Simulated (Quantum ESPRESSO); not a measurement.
# In3As (Pm-3m) in Quantum ESPRESSO: equation of state

How stiff is In3As in PBEsol, and what volume does it want? The cell is scaled to several volumes.

All numbers are computed with Quantum ESPRESSO 7.5; they aren't measurements. Logs are shortened: lines on timing, memory, paths and dates and some standing lists are left out, and cuts for length are marked.

### 1 The crystal as given

Symmetry: Pm-3m, No. 221, cubic system. Conventional cell: a = 4.672 Å, b = 4.672 Å, c = 4.672 Å, α = 90.00°, β = 90.00°, γ = 90.00°. In (site symmetry 4/mmm) is surrounded by 8 In at 3.30 Å and 4 As at 3.30 Å. Around As (site symmetry m-3m) lie 12 In at 3.30 Å.

The cell comes from a database or a generator and needn't be the stable form of this composition.

### 2 Single point, PBEsol, 23.96 Å³/atom

File pw.in:

```
&CONTROL
  calculation = 'scf'
  prefix = 'pwscf'
  outdir = './tmp'
  pseudo_dir = './pseudo'
  tprnfor = .true.
  tstress = .true.
  disk_io = 'nowf'
/
&SYSTEM
  ibrav = 0
  nat = 4
  ntyp = 2
  ecutwfc = 56
  ecutrho = 448
  nbnd = 31
  occupations = 'smearing'
  smearing = 'fd'
  degauss = 0.00367493
/
&ELECTRONS
  conv_thr = 8d-10
  electron_maxstep = 120
  mixing_beta = 0.5
/
ATOMIC_SPECIES
In   114.8180 in_pbesol_v1.4.uspp.F.UPF
As    74.9216 as_pbesol_v1.uspp.F.UPF
CELL_PARAMETERS angstrom
   4.5763138120    0.0000000000    0.0000000000
   0.0000000000    4.5763138120    0.0000000000
   0.0000000000    0.0000000000    4.5763138120
ATOMIC_POSITIONS crystal
In     0.5000000000    0.5000000000    0.0000000000
In     0.5000000000    0.0000000000    0.5000000000
In     0.0000000000    0.5000000000    0.5000000000
As     0.0000000000    0.0000000000    0.0000000000
K_POINTS automatic
6 6 6 0 0 0
```

Potentials or basis: GBRV 1.5 PBEsol.

The run is started by

```console
> OMP_NUM_THREADS=1 mpirun -n 2 pw.x -nk 2 -in pw.in > pw.out
```

pw.out:

```text
This program is part of the open-source Quantum ESPRESSO suite
     for quantum simulation of materials; please cite
         "P. Giannozzi et al., J. Phys.:Condens. Matter 21 395502 (2009);
         "P. Giannozzi et al., J. Phys.:Condens. Matter 29 465901 (2017);
         "P. Giannozzi et al., J. Chem. Phys. 152 154105 (2020);
     in publications or presentations arising from this work. More details at

     Message from routine setup:
     using ibrav=0 with symmetry is DISCOURAGED, use correct ibrav instead

     K-points division:     npool     =       2
     Subspace diagonalization in iterative solution of the eigenvalue problem:
     a serial algorithm will be used

     G-vector sticks info
     --------------------
     sticks:   dense  smooth     PW     G-vecs:    dense   smooth      PW
     Sum        2669    1329    385               103383    36449    5743

     Using Slab Decomposition

     bravais-lattice index     =            0
     lattice parameter (alat)  =       8.6480  a.u.
     unit-cell volume          =     646.7613 (a.u.)^3
     number of atoms/cell      =            4
     number of atomic types    =            2
     number of electrons       =        44.00
     number of Kohn-Sham states=           31
     kinetic-energy cutoff     =      56.0000  Ry
     charge density cutoff     =     448.0000  Ry
     scf convergence threshold =      8.0E-10
     mixing beta               =       0.5000
     number of iterations used =            8  plain     mixing
     Exchange-correlation= SLA  PW   PSX  PSC
                           (   1   4  10   8   0   0   0)

     celldm(1)=   8.647980  celldm(2)=   0.000000  celldm(3)=   0.000000
     celldm(4)=   0.000000  celldm(5)=   0.000000  celldm(6)=   0.000000

     crystal axes: (cart. coord. in units of alat)
               a(1) = (   1.000000   0.000000   0.000000 )
               a(2) = (   0.000000   1.000000   0.000000 )
               a(3) = (   0.000000   0.000000   1.000000 )

     reciprocal axes: (cart. coord. in units 2 pi/alat)
               b(1) = (  1.000000  0.000000  0.000000 )
               b(2) = (  0.000000  1.000000  0.000000 )
               b(3) = (  0.000000  0.000000  1.000000 )

     PseudoPot. # 1 for In read from file:
     in_pbesol_v1.4.uspp.F.UPF
     Pseudo is Ultrasoft + core correction, Zval = 13.0
     Generated by new atomic code, or converted to UPF format
     Using radial grid of  889 points,  6 beta functions with:
                l(1) =   0
                l(2) =   0
                l(3) =   1
                l(4) =   1
                l(5) =   2
                l(6) =   2
     Q(r) pseudized with  6 coefficients,  rinner =    1.400   1.400   1.400
                                                       1.400   1.400

     PseudoPot. # 2 for As read from file:
     as_pbesol_v1.uspp.F.UPF
     Pseudo is Ultrasoft + core correction, Zval =  5.0
     Generated by new atomic code, or converted to UPF format
     Using radial grid of  875 points,  6 beta functions with:
                l(1) =   0
                l(2) =   0
                l(3) =   1
                l(4) =   1
                l(5) =   2
                l(6) =   2
     Q(r) pseudized with  8 coefficients,  rinner =    1.300   1.300   1.300
                                                       1.300   1.300

     atomic species   valence    mass     pseudopotential
     In               13.00   114.81800     In( 1.00)
     As                5.00    74.92160     As( 1.00)

     48 Sym. Ops., with inversion, found

   Cartesian axes

     site n.     atom                  positions (alat units)
         1        In     tau(   1) = (   0.5000000   0.5000000   0.0000000  )
         2        In     tau(   2) = (   0.5000000   0.0000000   0.5000000  )
         3        In     tau(   3) = (   0.0000000   0.5000000   0.5000000  )
         4        As     tau(   4) = (   0.0000000   0.0000000   0.0000000  )

     number of k points=    20  Fermi-Dirac smearing, width (Ry)=  0.0037
                       cart. coord. in units 2pi/alat
        k(    1) = (   0.0000000   0.0000000   0.0000000), wk =   0.0092593
        k(    2) = (   0.0000000   0.0000000   0.1666667), wk =   0.0555556
        k(    3) = (   0.0000000   0.0000000   0.3333333), wk =   0.0555556
        k(    4) = (   0.0000000   0.0000000  -0.5000000), wk =   0.0277778
        k(    5) = (   0.0000000   0.1666667   0.1666667), wk =   0.1111111
        k(    6) = (   0.0000000   0.1666667   0.3333333), wk =   0.2222222
[... 12 lines left out ...]
        k(   19) = (   0.3333333  -0.5000000  -0.5000000), wk =   0.0555556
        k(   20) = (  -0.5000000  -0.5000000  -0.5000000), wk =   0.0092593

     Dense  grid:   103383 G-vectors     FFT dimensions: (  60,  60,  60)

     Smooth grid:    36449 G-vectors     FFT dimensions: (  45,  45,  45)

     Initial potential from superposition of free atoms

     starting charge      39.4998, renormalised to      44.0000
     Starting wfcs are   31 randomized atomic wfcs

     Self-consistent Calculation

     iteration #  1     ecut=    56.00 Ry     beta= 0.50
     Davidson diagonalization with overlap
     ethr =  1.00E-02,  avg # of iterations =  4.5

     total energy              =    -435.83711736 Ry
     estimated scf accuracy    <      10.35220260 Ry

     iteration #  2     ecut=    56.00 Ry     beta= 0.50
     Davidson diagonalization with overlap
     ethr =  1.00E-02,  avg # of iterations =  2.0
[... 50 lines left out ...]
     total energy              =    -439.52378691 Ry
     estimated scf accuracy    <          1.6E-09 Ry

     iteration # 10     ecut=    56.00 Ry     beta= 0.50
     Davidson diagonalization with overlap
     ethr =  3.73E-12,  avg # of iterations =  3.5

     End of self-consistent calculation

          k = 0.0000 0.0000 0.0000 (  4625 PWs)   bands (ev):

    -4.8228  -4.7950  -4.7950  -4.7950  -4.5983  -4.5983  -4.4014  -4.4014
    -4.4014  -4.3225  -4.3225  -4.2034  -4.1629  -4.1629  -4.1629  -1.6963
     3.6117   6.7687   6.7687   6.7687   8.0793   8.0793  12.0176  12.0176
    12.0176  14.5708  14.5708  14.5708  16.1119  17.3519  17.3519

          k = 0.0000 0.0000 0.1667 (  4589 PWs)   bands (ev):

    -4.7901  -4.7884  -4.7595  -4.7595  -4.5932  -4.5732  -4.4081  -4.4056
    -4.4056  -4.3464  -4.3219  -4.2236  -4.2088  -4.2088  -4.1628  -1.5557
     3.2155   5.9522   6.9952   6.9952   8.2196   9.5657  11.5728  11.6502
    11.6502  13.4099  14.1247  14.1247  16.8271  17.4667  18.0265
[... 113 lines left out ...]
          k = 0.3333-0.5000-0.5000 (  4604 PWs)   bands (ev):

    -4.7181  -4.6608  -4.6608  -4.6607  -4.5931  -4.5931  -4.5745  -4.4020
    -4.3905  -4.3905  -4.3645  -4.3441  -4.2293  -4.2272  -4.2272  -0.0345
     4.5494   4.5494   4.7262   6.0888   7.0632   7.0632   7.5573  13.6576
    14.5889  14.5889  17.4050  17.9714  17.9714  18.8917  18.9262

          k =-0.5000-0.5000-0.5000 (  4632 PWs)   bands (ev):

    -4.7514  -4.6781  -4.6781  -4.6781  -4.6003  -4.6003  -4.6003  -4.3850
    -4.3850  -4.3850  -4.3451  -4.3451  -4.2023  -4.2023  -4.2023   0.1066
     5.5972   5.5972   5.5972   5.6108   5.6108   5.6108   6.2396  14.8583
    14.8583  14.8583  19.0447  19.0447  19.4496  19.4496  19.4496

     the Fermi energy is     9.8681 ev

!    total energy              =    -439.52378691 Ry
     estimated scf accuracy    <          3.4E-10 Ry
     smearing contrib. (-TS)   =      -0.00124976 Ry
     internal energy E=F+TS    =    -439.52253715 Ry

     The total energy is F=E-TS. E is the sum of the following terms:
     one-electron contribution =    -125.59118576 Ry
     hartree contribution      =      98.57335439 Ry
     xc contribution           =    -143.38954216 Ry
     ewald contribution        =    -269.11516361 Ry

     convergence has been achieved in  10 iterations

     Forces acting on atoms (cartesian axes, Ry/au):

     atom    1 type  1   force =     0.00000000    0.00000000    0.00000000
     atom    2 type  1   force =     0.00000000    0.00000000    0.00000000
     atom    3 type  1   force =     0.00000000    0.00000000    0.00000000
     atom    4 type  2   force =     0.00000000    0.00000000    0.00000000

     Total force =     0.000000     Total SCF correction =     0.000000

     Computing stress (Cartesian axis) and pressure

          total   stress  (Ry/bohr**3)                   (kbar)     P=        2.19
   0.00001488   0.00000000   0.00000000            2.19        0.00        0.00
   0.00000000   0.00001488   0.00000000            0.00        2.19        0.00
   0.00000000   0.00000000   0.00001488            0.00        0.00        2.19

=------------------------------------------------------------------------------=
   JOB DONE.
=------------------------------------------------------------------------------=
```

It took 40 s on 2 MPI ranks of Arm Neoverse V2, shared host; peak memory 0.54 GiB.

What came out:

| Property | Result |
| --- | --- |
| Free energy | -5980.0258 eV |
| Pressure | 0.2 GPa |
| Band gap on the k mesh | none (metal or under the smearing width) |

### 3 Single point, PBEsol, 24.47 Å³/atom

Changes to pw.in since step 2:

```diff
@@ -29,5 +29,5 @@
 CELL_PARAMETERS angstrom
-   4.5763138120    0.0000000000    0.0000000000
-   0.0000000000    4.5763138120    0.0000000000
-   0.0000000000    0.0000000000    4.5763138120
+   4.6085424358    0.0000000000    0.0000000000
+   0.0000000000    4.6085424358    0.0000000000
+   0.0000000000    0.0000000000    4.6085424358
 ATOMIC_POSITIONS crystal
```

Potentials or basis: GBRV 1.5 PBEsol.

The run is started by

```console
> OMP_NUM_THREADS=1 mpirun -n 2 pw.x -nk 2 -in pw.in > pw.out
```

Wall time 40 s (2 MPI ranks of Arm Neoverse V2, shared host); peak memory 0.56 GiB.

Results (log left out):

```yaml
Free_energy: -5980.0241 eV
Pressure: -0.8 GPa
Band_gap_on_the_k_mesh: none (metal or under the smearing width)
```

### 4 Single point, PBEsol, 24.98 Å³/atom

Changes to pw.in since step 3:

```diff
@@ -29,5 +29,5 @@
 CELL_PARAMETERS angstrom
-   4.6085424358    0.0000000000    0.0000000000
-   0.0000000000    4.6085424358    0.0000000000
-   0.0000000000    0.0000000000    4.6085424358
+   4.6403264915    0.0000000000    0.0000000000
+   0.0000000000    4.6403264915    0.0000000000
+   0.0000000000    0.0000000000    4.6403264915
 ATOMIC_POSITIONS crystal
```

The run is started by

```console
> OMP_NUM_THREADS=1 mpirun -n 2 pw.x -nk 2 -in pw.in > pw.out
```

Run time: 41 s. Hardware: 2 MPI ranks of Arm Neoverse V2, shared host; peak memory 0.56 GiB.

It converged, with:

| Quantity | Value |
| --- | --- |
| Free energy | -5980.0101 eV |
| Pressure | -1.7 GPa |
| Band gap on the k mesh | none (metal or under the smearing width) |

### 5 Single point, PBEsol, 25.49 Å³/atom

Changes to pw.in since step 4:

```diff
@@ -29,5 +29,5 @@
 CELL_PARAMETERS angstrom
-   4.6403264915    0.0000000000    0.0000000000
-   0.0000000000    4.6403264915    0.0000000000
-   0.0000000000    0.0000000000    4.6403264915
+   4.6716810000    0.0000000000    0.0000000000
+   0.0000000000    4.6716810000    0.0000000000
+   0.0000000000    0.0000000000    4.6716810000
 ATOMIC_POSITIONS crystal
```

Potentials or basis: GBRV 1.5 PBEsol.

The run is started by

```console
> OMP_NUM_THREADS=1 mpirun -n 2 pw.x -nk 2 -in pw.in > pw.out
```

pw.out:

```text
This program is part of the open-source Quantum ESPRESSO suite
     for quantum simulation of materials; please cite
         "P. Giannozzi et al., J. Phys.:Condens. Matter 21 395502 (2009);
         "P. Giannozzi et al., J. Phys.:Condens. Matter 29 465901 (2017);
         "P. Giannozzi et al., J. Chem. Phys. 152 154105 (2020);
     in publications or presentations arising from this work. More details at

     Message from routine setup:
     using ibrav=0 with symmetry is DISCOURAGED, use correct ibrav instead

     K-points division:     npool     =       2
     Subspace diagonalization in iterative solution of the eigenvalue problem:
     a serial algorithm will be used

     G-vector sticks info
     --------------------
     sticks:   dense  smooth     PW     G-vecs:    dense   smooth      PW
     Sum        2785    1389    405               110195    39007    6187

     Using Slab Decomposition

     bravais-lattice index     =            0
[... 308 lines left out ...]
    -5.2089  -5.2089  -5.1711  -5.1711  -5.0540  -5.0540  -5.0540  -0.6748
     4.8030   4.8030   4.8030   5.0673   5.0673   5.0673   5.6498  13.7135
    13.7135  13.7135  17.7287  17.7287  18.1100  18.1100  18.1100

     the Fermi energy is     8.9923 ev

!    total energy              =    -439.52078660 Ry
     estimated scf accuracy    <          1.8E-10 Ry
     smearing contrib. (-TS)   =      -0.00111212 Ry
     internal energy E=F+TS    =    -439.51967448 Ry

     The total energy is F=E-TS. E is the sum of the following terms:
     one-electron contribution =    -134.14800434 Ry
     hartree contribution      =     101.51051810 Ry
     xc contribution           =    -143.26071232 Ry
     ewald contribution        =    -263.62147592 Ry

     convergence has been achieved in  10 iterations

     Forces acting on atoms (cartesian axes, Ry/au):

     atom    1 type  1   force =     0.00000000    0.00000000    0.00000000
     atom    2 type  1   force =     0.00000000    0.00000000    0.00000000
     atom    3 type  1   force =     0.00000000    0.00000000    0.00000000
     atom    4 type  2   force =     0.00000000    0.00000000    0.00000000

     Total force =     0.000000     Total SCF correction =     0.000000

     Computing stress (Cartesian axis) and pressure

          total   stress  (Ry/bohr**3)                   (kbar)     P=      -25.33
  -0.00017222   0.00000000   0.00000000          -25.33        0.00        0.00
   0.00000000  -0.00017222   0.00000000            0.00      -25.33        0.00
   0.00000000   0.00000000  -0.00017222            0.00        0.00      -25.33

=------------------------------------------------------------------------------=
   JOB DONE.
=------------------------------------------------------------------------------=
```

Wall time 42 s (2 MPI ranks of Arm Neoverse V2, shared host); peak memory 0.56 GiB.

What came out:

```yaml
Free_energy: -5979.9849 eV
Pressure: -2.5 GPa
Band_gap_on_the_k_mesh: none (metal or under the smearing width)
```

### 6 Single point, PBEsol, 26.00 Å³/atom

Changes to pw.in since step 5:

```diff
@@ -29,5 +29,5 @@
 CELL_PARAMETERS angstrom
-   4.6716810000    0.0000000000    0.0000000000
-   0.0000000000    4.6716810000    0.0000000000
-   0.0000000000    0.0000000000    4.6716810000
+   4.7026201864    0.0000000000    0.0000000000
+   0.0000000000    4.7026201864    0.0000000000
+   0.0000000000    0.0000000000    4.7026201864
 ATOMIC_POSITIONS crystal
```

Potentials or basis: GBRV 1.5 PBEsol.

The run is started by

```console
> OMP_NUM_THREADS=1 mpirun -n 2 pw.x -nk 2 -in pw.in > pw.out
```

It took 41 s on 2 MPI ranks of Arm Neoverse V2, shared host; peak memory 0.58 GiB.

The run converged. Its results:

```
Free energy            : -5979.9502 eV
Pressure               : -3.2 GPa
Band gap on the k mesh : none (metal or under the smearing width)
```

### 7 Single point, PBEsol, 26.51 Å³/atom

Changes to pw.in since step 6:

```diff
@@ -29,5 +29,5 @@
 CELL_PARAMETERS angstrom
-   4.7026201864    0.0000000000    0.0000000000
-   0.0000000000    4.7026201864    0.0000000000
-   0.0000000000    0.0000000000    4.7026201864
+   4.7331575368    0.0000000000    0.0000000000
+   0.0000000000    4.7331575368    0.0000000000
+   0.0000000000    0.0000000000    4.7331575368
 ATOMIC_POSITIONS crystal
```

The run is started by

```console
> OMP_NUM_THREADS=1 mpirun -n 2 pw.x -nk 2 -in pw.in > pw.out
```

Run time: 43 s. Hardware: 2 MPI ranks of Arm Neoverse V2, shared host; peak memory 0.58 GiB.

The run converged. Its results:

| Quantity | Value |
| --- | --- |
| Free energy | -5979.9070 eV |
| Pressure | -3.9 GPa |
| Band gap on the k mesh | none (metal or under the smearing width) |

### 8 Single point, PBEsol, 27.02 Å³/atom

Changes to pw.in since step 7:

```diff
@@ -29,5 +29,5 @@
 CELL_PARAMETERS angstrom
-   4.7331575368    0.0000000000    0.0000000000
-   0.0000000000    4.7331575368    0.0000000000
-   0.0000000000    0.0000000000    4.7331575368
+   4.7633058499    0.0000000000    0.0000000000
+   0.0000000000    4.7633058499    0.0000000000
+   0.0000000000    0.0000000000    4.7633058499
 ATOMIC_POSITIONS crystal
```

The run is started by

```console
> OMP_NUM_THREADS=1 mpirun -n 2 pw.x -nk 2 -in pw.in > pw.out
```

It took 43 s on 2 MPI ranks of Arm Neoverse V2, shared host; peak memory 0.58 GiB.

The run converged. Its results:

```yaml
Free_energy: -5979.8562 eV
Pressure: -4.4 GPa
Band_gap_on_the_k_mesh: none (metal or under the smearing width)
```

### 9 Equation of state, PBEsol

Potentials or basis: GBRV 1.5 PBEsol.

No new run: the results of the series are fitted here.

Results:

* Equilibrium volume: 24.15 Å³/atom
* Bulk modulus: 50 GPa
* Pressure derivative of the bulk modulus: 4.9

Energy against volume, from the lowest point:
| volume (Å³/atom) | energy (meV/atom) |
| --- | --- |
| 23.960 | 0.00 |
| 24.470 | 0.43 |
| 24.980 | 3.93 |
| 25.489 | 10.21 |
| 25.999 | 18.89 |
| 26.509 | 29.69 |
| 27.019 | 42.39 |
